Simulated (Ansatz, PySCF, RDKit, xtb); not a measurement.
# C5H5NO2: which of the isomers drawn lies lowest?

A sample of isomers of C5H5NO2 is drawn. Aim: find which of them has the lowest free energy at 298.15 K, then its properties. The sample is small against all isomers, and the most stable one of this formula need not be in it.

Plan: many cheap relaxations first (GFN2-xTB), then density-functional screening, relaxation at r2SCAN-D4/def2-SVP, vibrations (at GFN2-xTB) and a final energy. The numbers are computed, not measured.

## Step 1: Possible bonding patterns

Isomers were taken from a list of plausible structures; this is a sample, not all of them. That gives 14 candidates.

| label | SMILES | spin |
| --- | --- | --- |
| c052 | C=C(CC#N)C(=O)O | singlet |
| c152 | C=NC1=COC(=O)C1 | singlet |
| c205 | CC(=O)c1cnoc1 | singlet |
| c260 | Nc1coccc1=O | singlet |
| c358 | N#CC1=COCCO1 | singlet |
| c429 | N#CC[C@@H]1CC(=O)O1 | singlet |
| c460 | C/N=C/C#CC(=O)O | singlet |
| c636 | C=C(C#N)OC(C)=O | singlet |
| c731 | N#CC1=C(CO)CO1 | singlet |
| c772 | C=C(C#N)CC(=O)O | singlet |
| c793 | CC(=O)O/C=C\C#N | singlet |
| c827 | C[C@H](C#N)C(=O)C=O | singlet |
| c924 | CC(=O)[C@@H]1O[C@@H]1C#N | singlet |
| c944 | Nc1cccoc1=O | singlet |

Candidates are built by distance geometry, with a force field where one applies, in up to four conformers (letters a to d).

**Question.** With final energies at CCSD(T)/def2-SVP + MP2/def2-TZVPP - MP2/def2-SVP, which structure will this search put lowest in free energy, and by what margin?

| quantity | value |
| --- | --- |
| lowest structure found | C=C(CC#N)C(=O)O, singlet |
| next finalist | Nc1cccoc1=O, singlet, 4.2 kcal/mol higher in G |
| share at equilibrium, among the finalists | 99.9 % |
| dipole moment (PBE0/def2-SVPD) | 3.05 D |
| HOMO energy (PBE0/def2-SVPD) | -8.56 eV |
| LUMO energy (PBE0/def2-SVPD) | -2.02 eV |
| HOMO–LUMO gap (PBE0/def2-SVPD) | 6.54 eV |
| lowest excitation (TD-PBE0/def2-SVPD) | 4.92 eV (f = 0.000) |
| strongest of the states computed, same level | 6.02 eV (f = 0.161) |
| lowest triplet excitation, same level, Tamm-Dancoff | 3.64 eV |
| vertical ionisation energy | 10.56 eV |
| vertical electron affinity | 0.13 eV |
| vertical triplet less singlet | +3.63 eV |

`C=C(CC#N)C(=O)O` comes out lowest. The margin of 4.2 kcal/mol over the next finalist is beyond the usual error of the last level; it says nothing of structures that weren't ranked. HF/def2-SVP and MP2/def2-SVP already put its bonding pattern lowest among the structures in one piece; GFN2-xTB, r2SCAN-D4/def2-SVP and r2SCAN-D4/def2-SVP, relaxed favour the singlet Nc1cccoc1=O; HF/STO-3G favours the singlet N#CC[C@@H]1CC(=O)O1 (c429a, not a finalist). One minimum inside the window was never screened. Lowest found is not proven lowest: the search is finite, and each finalist counts with one conformer. Only 14 drawn patterns were tried, so whole families of isomers are missing, and the result ranks this sample alone. The lowest isomer need not be the one that is made and kept in a bottle, which depends on barriers.
